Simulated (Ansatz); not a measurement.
# CH5AlSn: rigid scan of one bond length in Python

How does the energy of CH5AlSn change as one bond is stretched? Aim: a rigid scan of one bond length, for CH5AlSn, run from a script. SMILES: [CH2]1[AlH][SnH2]1.

Program: Ansatz 0.2.0 through its Python package. Level of theory: r2SCAN0/def2-SVP. These are calculated values, not measurements.

### 1 The system

Bond lengths: C1–Al2 1.943 Å, C1–Sn3 2.035 Å, Al2–Sn3 2.699 Å, C1–H4 1.060 Å, C1–H5 1.153 Å, Al2–H6 1.615 Å, Sn3–H7 1.757 Å, Sn3–H8 1.817 Å. Angles (14 of 15 angles, heavy atoms first): C1–Al2–Sn3 48.7°, Al2–C1–Sn3 85.4°, C1–Sn3–Al2 45.9°, C1–Al2–H6 145.4°, Sn3–Al2–H6 144.9°, Al2–C1–H4 113.2°, Al2–C1–H5 113.7°, Sn3–C1–H4 114.8°, Sn3–C1–H5 116.0°, C1–Sn3–H7 119.0°, C1–Sn3–H8 119.6°, Al2–Sn3–H7 105.1°, Al2–Sn3–H8 102.6°, H4–C1–H5 111.5°.

The script holds or builds the structure itself.

### 2 The code

ch5alsn_scan.py

```python
"""Stretching a bond of CH5AlSn, the rest held rigid."""

import logging
import sys

import ansatz
from ase import Atoms
import numpy as np

logging.basicConfig(stream=sys.stdout, format="%(name)s: %(message)s")
log = logging.getLogger("ansatz_job")
log.setLevel(logging.INFO)

atoms = Atoms(["C", "Al", "Sn", "H", "H", "H", "H", "H"], positions=[
    (-0.8841, 0.0987, -0.542),
    (-0.1708, 1.1227, 0.9473),
    (0.6934, -1.1484, -0.2279),
    (-1.8339, -0.3272, -0.34),
    (-0.8834, 0.6728, -1.5414),
    (0.2626, 2.589, 1.4666),
    (0.5673, -2.3839, 1.0156),
    (2.341, -0.6807, -0.8339),
])
system = ansatz.Crystal.molecule_from_ase(atoms)

symbols = [site.symbol for site in system.cartesian_sites]
start = np.array([site.position_ang for site in system.cartesian_sites])
axis = (start[7] - start[2]) / np.linalg.norm(start[7] - start[2])
moving = [7]
lengths, energies = [1.599, 1.671, 1.744, 1.817, 1.889, 1.962, 2.035, 2.144], []
for length in lengths:
    xyz = start.copy()
    xyz[moving] += (length - np.linalg.norm(start[7] - start[2])) * axis
    point = ansatz.Crystal.molecule()
    for symbol, place in zip(symbols, xyz):
        point = point.atom(symbol, place.tolist())
    model = point.calculation()
    model = model.basis(gaussian="def2-SVP")
    model = model.functional("r2scan0")
    summary = model.run(threads=1, pin="off").report
    energies.append(summary["free_energy_ev"])
    log.info(f"r = {length:6.3f} A  E = {energies[-1]:.5f} eV  <S^2> = {abs(summary['mean_field']['state']['spin_squared']):.3f}")

# quartic fit about the minimum
fit = np.polynomial.Polynomial.fit(lengths, np.array(energies) - min(energies), 4).convert()
roots = [r.real for r in fit.deriv().roots() if abs(r.imag) < 1e-9 and fit.deriv(2)(r.real) > 0]
r_e = min(roots, key=lambda r: abs(r - lengths[int(np.argmin(energies))]))
log.info(f"minimum of the fit at {r_e:.4f} A, force constant {fit.deriv(2)(r_e):.2f} eV/A^2")
```

### 3 Launch

On the command line:

```console
$ python ch5alsn_scan.py
```

Without the output at hand: what should come out? Wanted: range of energy; lowest point, distance.

As calculated:

| quantity | value |
| --- | --- |
| bond length at the fit's minimum | 1.6890 Å |
| runs compared | 8 |
| range of energy | 0.876 eV |
| lowest point, distance (Å) | 1.67 |

In words: The curve has its lowest point inside the range, at 1.67. The ends stand 0.0648 and 0.876 eV above it. The distance scanned is the script's pair 2, 7. Caveats:
- The rest of the molecule is held rigid at a force-field or estimated start geometry, and the basis set is modest; single-reference methods fail as a bond breaks.
- def2 sets replace the cores of elements past krypton by effective core potentials.
- The orbitals are restricted, so S² is zero by construction.
